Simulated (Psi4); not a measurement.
# HF/STO-3G run of SiHBrO (SMILES O[Si]Br)

What is the vertical ionisation energy of SiHBrO at HF/STO-3G? 

Program for the calculation: Psi4 1.11.

1 further run of the same task is left out (set aside as unsound or not needed).

### 1 The molecule

SiHBrO has 4 atoms, charge 0, and is taken as a singlet. As SMILES, `O[Si]Br`. Geometry: relaxed at PBE0-D4/def2-TZVP.

Bond lengths: O1–Si2 1.636 Å, Si2–Br3 2.289 Å, O1–H4 0.963 Å. Angles: O1–Si2–Br3 101.2°, Si2–O1–H4 120.7°.

### 2 Energy and forces at HF/STO-3G

The input, brhosi.xyz:

```xyz
4
BrHOSi
O     -0.885200     0.465100    -0.454500
Si    -0.590500    -0.799600     0.539800
Br     1.692600    -0.725200     0.691600
H     -0.161400     0.999400    -0.797200
```

The input, run.py:

```python
import psi4

psi4.set_memory(1600000000)
psi4.set_num_threads(1)
psi4.set_output_file('output.dat', False)

with open('brhosi.xyz') as f:
    atoms = ''.join(f.readlines()[2:])
m = psi4.geometry('0 1\n' + atoms + 'symmetry c1')

psi4.set_options({
    'basis': 'STO-3G',
    'puream': True,
    'e_convergence': 1e-09,
    'd_convergence': 1e-08,
    'scf_type': 'pk',
})

energy_value, wavefunction = psi4.gradient("hf", molecule=m, return_wfn=True)
psi4.oeprop(wavefunction, "LOWDIN_CHARGES", "MAYER_INDICES", "DIPOLE")
print('gradient / Eh bohr^-1')
print(energy_value.np.round(6))
print(f'energy = {wavefunction.energy():.10f} Eh')
```

Command:

```console
$ python run.py
```

output.dat:

```text
Psi4 1.11 release

gradient() will perform analytic gradient computation.

   => Loading Basis Set <=

    Name: STO-3G
    Role: ORBITAL
    Keyword: BASIS

         ---------------------------------------------------------
                                   SCF
                              RHF Reference
                        1 Threads,   1525 MiB Core
         ---------------------------------------------------------

  ==> Geometry <==

    Molecular point group: c1
    Full point group: C1

    Geometry (in Angstrom), charge = 0, multiplicity = 1:

       Center              X                  Y                   Z               Mass
    ------------   -----------------  -----------------  -----------------  -----------------
         O           -1.714393680139     1.039406861961    -0.951753696867    15.994914619570
         SI          -1.419693680139    -0.225293138039     0.042546303133    27.976926534650
         BR           0.863406319861    -0.150893138039     0.194346303133    78.918337600000
         H           -0.990593680139     1.573706861961    -1.294453696867     1.007825032230

  Running in c1 symmetry.

  Rotational constants: A =      0.69244  B =      0.09310  C =      0.08206 [cm^-1]
  Rotational constants: A =  20758.75868  B =   2790.96600  C =   2460.19818 [MHz]
  Nuclear repulsion =  211.840014137076139

  Charge       = 0
  Multiplicity = 1
  Electrons    = 58
  Nalpha       = 29
  Nbeta        = 29

  ==> Algorithm <==

  SCF Algorithm Type is PK.
  DIIS enabled.
  MOM disabled.
  Fractional occupation disabled.
  Guess Type is SAD.
  Energy threshold   = 1.00e-09
  Density threshold  = 1.00e-08
  Integral threshold = 1.00e-12

  ==> Primary Basis <==

  Basis Set: STO-3G
    Blend: STO-3G
    Number of shells: 17
    Number of basis functions: 33
    Number of Cartesian functions: 34
    Spherical Harmonics?: true
    Max angular momentum: 2

  ==> Integral Setup <==

  Using in-core PK algorithm.
   Calculation information:
      Number of atoms:                   4
      Number of AO shells:              17
      Number of primitives:             51
      Number of atomic orbitals:        34
      Number of basis functions:        33

      Integral cutoff                 1.00e-12
      Number of threads:                 1

  Performing in-core PK
  Using 315282 doubles for integral storage.
  We computed 8906 shell quartets total.
  Whereas there are 11781 unique shell quartets.

  ==> DiskJK: Disk-Based J/K Matrices <==

    J tasked:                  Yes
    K tasked:                  Yes
    wK tasked:                  No
    Memory [MiB]:             1144
    Schwarz Cutoff:          1E-12

  Minimum eigenvalue in the overlap matrix is 3.4693654360E-01.
  Reciprocal condition number of the overlap matrix is 1.8079996885E-01.
    Using symmetric orthogonalization.

  ==> Pre-Iterations <==

  SCF Guess: Superposition of Atomic Densities via on-the-fly atomic UHF (no occupation information).

   -------------------------
    Irrep   Nso     Nmo
   -------------------------
     A         33      33
   -------------------------
    Total      33      33
   -------------------------

  ==> Iterations <==

                        Total Energy        Delta E     RMS |[F,P]|

   @RHF iter SAD: -2902.03220889049544   -2.90203e+03   0.00000e+00
   @RHF iter   1: -2904.64840835963150   -2.61620e+00   8.30203e-03 DIIS/ADIIS
   @RHF iter   2: -2904.71992984963526   -7.15215e-02   2.80566e-03 DIIS/ADIIS
   @RHF iter   3: -2904.72637245486476   -6.44261e-03   7.22600e-04 DIIS/ADIIS
   @RHF iter   4: -2904.72691735502622   -5.44900e-04   1.11149e-04 DIIS/ADIIS
   @RHF iter   5: -2904.72694347804963   -2.61230e-05   3.04088e-05 DIIS
   @RHF iter   6: -2904.72694607880021   -2.60075e-06   7.95949e-06 DIIS
   @RHF iter   7: -2904.72694625484837   -1.76048e-07   1.25581e-06 DIIS
   @RHF iter   8: -2904.72694625885242   -4.00405e-09   3.13458e-07 DIIS
   @RHF iter   9: -2904.72694625913527   -2.82853e-10   4.89308e-08 DIIS
   @RHF iter  10: -2904.72694625914573   -1.04592e-11   7.07786e-09 DIIS
  Energy and wave function converged.

  ==> Post-Iterations <==

    Orbital Energies [Eh]
    ---------------------

    Doubly Occupied:

       1A   -484.376838     2A    -67.981137     3A    -63.107605
       4A    -57.656813     5A    -57.655459     6A    -57.655311
       7A    -20.223184     8A     -9.063532     9A     -6.812918
      10A     -6.804511    11A     -6.803763    12A     -5.978544
      13A     -3.994827    14A     -3.994745    15A     -3.993771
      16A     -2.167560    17A     -2.164990    18A     -2.164235
      19A     -2.156522    20A     -2.156505    21A     -1.277017
      22A     -0.839706    23A     -0.653899    24A     -0.497046
      25A     -0.416322    26A     -0.389423    27A     -0.293907
      28A     -0.292931    29A     -0.252892

    Virtual:

      30A      0.211312    31A      0.351898    32A      0.491420
      33A      0.712420

    Final Occupation by Irrep:
              A
    DOCC [    29 ]
    NA   [    29 ]
    NB   [    29 ]

  @RHF Final Energy: -2904.72694625914573

   => Energetics <=

    Nuclear Repulsion Energy =            211.8400141370761389
    One-Electron Energy =               -4489.4820975823386107
    Two-Electron Energy =                1372.9151371861171356
    Total Energy =                      -2904.7269462591457341

Computation Completed

Properties will be evaluated at   0.000000,   0.000000,   0.000000 [a0]

Properties computed using the SCF density matrix

 Multipole Moments:

 ------------------------------------------------------------------------------------
     Multipole            Electronic (a.u.)      Nuclear  (a.u.)        Total (a.u.)
 ------------------------------------------------------------------------------------

 L = 1.  Multiply by 2.5417464519 to convert [e a0] to [Debye]
 Dipole X            :          7.5131293           -8.2434265           -0.7302972
 Dipole Y            :         -2.5783859            2.7469021            0.1685162
 Dipole Z            :          2.6590560           -2.8548365           -0.1957805
 Magnitude           :                                                    0.7746365

 ------------------------------------------------------------------------------------

	total time  =          0 seconds =       0.00 minutes

         ------------------------------------------------------------
                                   SCF GRAD
         ------------------------------------------------------------

  ==> Geometry <==

    Molecular point group: c1
    Full point group: C1

    Geometry (in Angstrom), charge = 0, multiplicity = 1:

       Center              X                  Y                   Z               Mass
    ------------   -----------------  -----------------  -----------------  -----------------
         O           -1.714393680139     1.039406861961    -0.951753696867    15.994914619570
         SI          -1.419693680139    -0.225293138039     0.042546303133    27.976926534650
         BR           0.863406319861    -0.150893138039     0.194346303133    78.918337600000
         H           -0.990593680139     1.573706861961    -1.294453696867     1.007825032230

  Nuclear repulsion =  211.840014137076139

  ==> Basis Set <==

  Basis Set: STO-3G
    Blend: STO-3G
    Number of shells: 17
    Number of basis functions: 33
    Number of Cartesian functions: 34
    Spherical Harmonics?: true
    Max angular momentum: 2

  ==> DirectJKGrad: Integral-Direct SCF Gradients <==

    Gradient:                    1
    J tasked:                  Yes
    K tasked:                  Yes
    wK tasked:                  No
    Integrals threads:           1
    Schwarz Cutoff:          1E-12

  -Total Gradient:
     Atom            X                  Y                   Z
    ------   -----------------  -----------------  -----------------
       1        0.014278880433     0.018348220231    -0.012729120834
       2       -0.006156447535    -0.002902815872     0.001654935368
       3        0.013137957975    -0.003870897483     0.004163320036
       4       -0.021260391024    -0.011574506828     0.006910865388

	total time  =          0 seconds =       0.00 minutes

Properties will be evaluated at   0.000000,   0.000000,   0.000000 [a0]
OEProp: No title given, name of density matrix used for the following properties is 'SCF density'

 Multipole Moments:

 ------------------------------------------------------------------------------------
     Multipole            Electronic (a.u.)      Nuclear  (a.u.)        Total (a.u.)
 ------------------------------------------------------------------------------------

 L = 1.  Multiply by 2.5417464519 to convert [e a0] to [Debye]
 Dipole X            :          7.5131293           -8.2434265           -0.7302972
 Dipole Y            :         -2.5783859            2.7469021            0.1685162
 Dipole Z            :          2.6590560           -2.8548365           -0.1957805
 Magnitude           :                                                    0.7746365

 ------------------------------------------------------------------------------------
  Lowdin Charges: (a.u.)
   Center  Symbol    Alpha    Beta     Spin     Total
       1     O     4.17605  4.17605  0.00000 -0.35210
       2    SI     6.72605  6.72605  0.00000  0.54790
       3    BR    17.66612 17.66612  0.00000 -0.33223
       4     H     0.43179  0.43179  0.00000  0.13642

  Total alpha = 29.00000, Total beta = 29.00000, Total charge =  0.00000

  Mayer Bond Indices:

  Irrep: 1 Size: 4 x 4

                 1                   2                   3                   4

    1     0.00000000000000     1.07388789487842     0.05182656081451     0.92403281264925
    2     1.07388789487842     0.00000000000000     0.89921358425432     0.03125571543279
    3     0.05182656081451     0.89921358425432     0.00000000000000     0.00712463468801
    4     0.92403281264925     0.03125571543279     0.00712463468801     0.00000000000000

  Atomic Valences:

 #  #
 Irrep: 1
      1:    2.049747268342176
      2:    2.004357194565526
      3:    0.958164779756831
      4:    0.962413162770043
```

On the terminal:

```text
gradient / Eh bohr^-1
[[ 0.014279  0.018348 -0.012729]
 [-0.006156 -0.002903  0.001655]
 [ 0.013138 -0.003871  0.004163]
 [-0.02126  -0.011575  0.006911]]
energy = -2904.7269462591 Eh
```

Wall time 1.4 s (1 thread of Intel Xeon 6975P-C (Granite Rapids), shared host); peak memory 0.2 GiB.

### 3 The doublet cation: a single-point energy at UHF/STO-3G

brhosi.xyz is that of step 2.

The input, run.py:

```python
import numpy as np
from ase.calculators.psi4 import Psi4
from ase.io import read

mol = read('brhosi.xyz')
calc = Psi4(atoms=mol, method='hf', basis='STO-3G', memory='1600MB', num_threads=1, charge=1, multiplicity=2, label='calc', reference='uhf')
calc.psi4.set_options({'puream': True, 'e_convergence': 1e-09, 'd_convergence': 1e-08, 'scf_type': 'pk', 'maxiter': 200})
mol.calc = calc

print(f'energy: {mol.get_potential_energy():.6f} eV')
```

Command:

```console
$ python run.py
```

calc.dat:

```text
=> Loading Basis Set <=

    Name: STO-3G
    Role: ORBITAL
    Keyword: BASIS

         ---------------------------------------------------------
                                   SCF
                              UHF Reference
                        1 Threads,   1525 MiB Core
         ---------------------------------------------------------

  ==> Geometry <==

    Molecular point group: c1
    Full point group: C1

    Geometry (in Angstrom), charge = 1, multiplicity = 2:

       Center              X                  Y                   Z               Mass
    ------------   -----------------  -----------------  -----------------  -----------------
         O           -1.714393680139     1.039406861961    -0.951753696867    15.994914619570
         SI          -1.419693680139    -0.225293138039     0.042546303133    27.976926534650
         BR           0.863406319861    -0.150893138039     0.194346303133    78.918337600000
         H           -0.990593680139     1.573706861961    -1.294453696867     1.007825032230

  Running in c1 symmetry.

  Rotational constants: A =      0.69244  B =      0.09310  C =      0.08206 [cm^-1]
  Rotational constants: A =  20758.75868  B =   2790.96600  C =   2460.19818 [MHz]
  Nuclear repulsion =  211.840014137076139

  Charge       = 1
  Multiplicity = 2
  Electrons    = 57
  Nalpha       = 29
  Nbeta        = 28

  ==> Algorithm <==

  SCF Algorithm Type is PK.
  DIIS enabled.
  MOM disabled.
  Fractional occupation disabled.
  Guess Type is SAD.
  Energy threshold   = 1.00e-09
  Density threshold  = 1.00e-08
  Integral threshold = 1.00e-12

  ==> Primary Basis <==

  Basis Set: STO-3G
    Blend: STO-3G
    Number of shells: 17
    Number of basis functions: 33
    Number of Cartesian functions: 34
    Spherical Harmonics?: true
    Max angular momentum: 2

  ==> Integral Setup <==

  Using in-core PK algorithm.
   Calculation information:
      Number of atoms:                   4
      Number of AO shells:              17
      Number of primitives:             51
      Number of atomic orbitals:        34
      Number of basis functions:        33

      Integral cutoff                 1.00e-12
      Number of threads:                 1

  Performing in-core PK
  Using 315282 doubles for integral storage.
  We computed 8906 shell quartets total.
  Whereas there are 11781 unique shell quartets.

  ==> DiskJK: Disk-Based J/K Matrices <==

    J tasked:                  Yes
    K tasked:                  Yes
    wK tasked:                  No
    Memory [MiB]:             1144
    Schwarz Cutoff:          1E-12

  Minimum eigenvalue in the overlap matrix is 3.4693654360E-01.
  Reciprocal condition number of the overlap matrix is 1.8079996885E-01.
    Using symmetric orthogonalization.

  ==> Pre-Iterations <==

  SCF Guess: Superposition of Atomic Densities via on-the-fly atomic UHF (no occupation information).

   -------------------------
    Irrep   Nso     Nmo
   -------------------------
     A         33      33
   -------------------------
    Total      33      33
   -------------------------

  ==> Iterations <==

                        Total Energy        Delta E     RMS |[F,P]|

   @UHF iter SAD: -2902.03220889049589   -2.90203e+03   0.00000e+00
   @UHF iter   1: -2904.29257176608462   -2.26036e+00   1.15205e-02 DIIS/ADIIS
   @UHF iter   2: -2904.45364290288626   -1.61071e-01   5.70503e-03 DIIS/ADIIS
   @UHF iter   3: -2904.48356527835631   -2.99224e-02   1.23621e-03 DIIS/ADIIS
   @UHF iter   4: -2904.48737338406772   -3.80811e-03   6.34081e-04 DIIS/ADIIS
   @UHF iter   5: -2904.48913602482116   -1.76264e-03   4.11883e-04 DIIS/ADIIS
   @UHF iter   6: -2904.49038478487819   -1.24876e-03   2.15991e-04 DIIS/ADIIS
   @UHF iter   7: -2904.49077771923703   -3.92934e-04   1.00050e-04 DIIS/ADIIS
   @UHF iter   8: -2904.49087204020998   -9.43210e-05   5.28318e-05 DIIS
   @UHF iter   9: -2904.49090199446482   -2.99543e-05   3.70723e-05 DIIS
   @UHF iter  10: -2904.49092861010195   -2.66156e-05   1.63222e-05 DIIS
   @UHF iter  11: -2904.49093328338040   -4.67328e-06   5.23853e-06 DIIS
   @UHF iter  12: -2904.49093348686347   -2.03483e-07   2.28864e-06 DIIS
   @UHF iter  13: -2904.49093351470719   -2.78437e-08   1.18295e-06 DIIS
   @UHF iter  14: -2904.49093352446744   -9.76024e-09   6.06092e-07 DIIS
   @UHF iter  15: -2904.49093352709679   -2.62935e-09   2.72869e-07 DIIS
   @UHF iter  16: -2904.49093352757427   -4.77485e-10   1.04602e-07 DIIS
   @UHF iter  17: -2904.49093352762111   -4.68390e-11   3.86064e-08 DIIS
   @UHF iter  18: -2904.49093352762748   -6.36646e-12   1.01286e-08 DIIS
   @UHF iter  19: -2904.49093352762793   -4.54747e-13   4.18278e-09 DIIS
  Energy and wave function converged.

  ==> Post-Iterations <==

   @Spin Contamination Metric:   4.289198035E-02
   @S^2 Expected:                7.500000000E-01
   @S^2 Observed:                7.928919804E-01
   @S   Expected:                5.000000000E-01
   @S   Observed:                5.000000000E-01

    Orbital Energies [Eh]
    ---------------------

    Alpha Occupied:

       1A   -484.759242     2A    -68.364520     3A    -63.483957
       4A    -58.036027     5A    -58.031408     6A    -58.031373
       7A    -20.515593     8A     -9.428234     9A     -7.184813
      10A     -7.165172    11A     -7.164607    12A     -6.346945
      13A     -4.372433    14A     -4.363973    15A     -4.361457
      16A     -2.537566    17A     -2.532566    18A     -2.532198
      19A     -2.517166    20A     -2.517163    21A     -1.536459
      22A     -1.147693    23A     -0.932606    24A     -0.778581
      25A     -0.680339    26A     -0.664988    27A     -0.605403
      28A     -0.584216    29A     -0.583952

    Alpha Virtual:

      30A     -0.093743    31A      0.031748    32A      0.203238
      33A      0.456347

    Beta Occupied:

       1A   -484.757961     2A    -68.359078     3A    -63.482882
       4A    -58.031872     5A    -58.030881     6A    -58.030460
       7A    -20.516207     8A     -9.424318     9A     -7.172392
      10A     -7.163193    11A     -7.162733    12A     -6.336775
      13A     -4.361390    14A     -4.358173    15A     -4.350600
      16A     -2.533279    17A     -2.528991    18A     -2.528793
      19A     -2.516427    20A     -2.516425    21A     -1.538646
      22A     -1.104882    23A     -0.900233    24A     -0.752678
      25A     -0.678838    26A     -0.625561    27A     -0.573105
      28A     -0.566661

    Beta Virtual:

      29A     -0.217613    30A     -0.062843    31A      0.095266
      32A      0.222539    33A      0.466185

    Final Occupation by Irrep:
              A
    DOCC [    28 ]
    SOCC [     1 ]
    NA   [    29 ]
    NB   [    28 ]

  @UHF Final Energy: -2904.49093352762793

   => Energetics <=

    Nuclear Repulsion Energy =            211.8400141370761389
    One-Electron Energy =               -4469.9978113419201691
    Two-Electron Energy =                1353.6668636772167247
    Total Energy =                      -2904.4909335276279307

  UHF NO Occupations:
  HONO-2 :   27  A 1.9980477
  HONO-1 :   28  A 1.9805394
  HONO-0 :   29  A 1.0000000
  LUNO+0 :   30  A 0.0194606
  LUNO+1 :   31  A 0.0019523
  LUNO+2 :   32  A 0.0001709
  LUNO+3 :   33  A 0.0000534

Computation Completed

Properties will be evaluated at   0.000000,   0.000000,   0.000000 [a0]

Properties computed using the SCF density matrix

 Multipole Moments:

 ------------------------------------------------------------------------------------
     Multipole            Electronic (a.u.)      Nuclear  (a.u.)        Total (a.u.)
 ------------------------------------------------------------------------------------

 L = 1.  Multiply by 2.5417464519 to convert [e a0] to [Debye]
 Dipole X            :          6.3412336           -8.2434265           -1.9021929
 Dipole Y            :         -2.8256315            2.7469021           -0.0787294
 Dipole Z            :          2.7410381           -2.8548365           -0.1137984
 Magnitude           :                                                    1.9072195

 ------------------------------------------------------------------------------------

	total time  =          0 seconds =       0.00 minutes
```

Standard output:

```text
energy: -79035.223996 eV
```

It took 1.4 s on 1 thread of Intel Xeon 6975P-C (Granite Rapids), shared host; peak memory 0.23 GiB.

### 4 Summary of results

Level: HF/STO-3G.

```
                                          quantity           value
                      singlet SiHBrO: total energy  -2904.72695 Eh
                     singlet SiHBrO: dipole moment          1.97 D
                       singlet SiHBrO: HOMO energy        -6.88 eV
                       singlet SiHBrO: LUMO energy         5.75 eV
                     singlet SiHBrO: HOMO–LUMO gap        12.63 eV
          singlet SiHBrO: largest force on an atom      1.363 eV/Å
                      doublet cation: total energy  -2904.49093 Eh
doublet cation: HOMO energy (highest over α and β)       -15.42 eV
 doublet cation: LUMO energy (lowest over α and β)        -5.92 eV
                              doublet cation: ⟨S²⟩           0.793
vertical ionisation energy (to the doublet cation)        6.422 eV
```

What this shows: The vertical ionisation energy comes to 6.42 eV (620 kJ/mol). The largest force (singlet SiHBrO) is 1.36 eV/Å: the shape isn't a stationary point for this species at this level. −ε(HOMO) before ionisation, 6.88 eV, is 0.46 eV above this ionisation energy. In a minimal basis such a difference can be off by several eV, whatever the method.
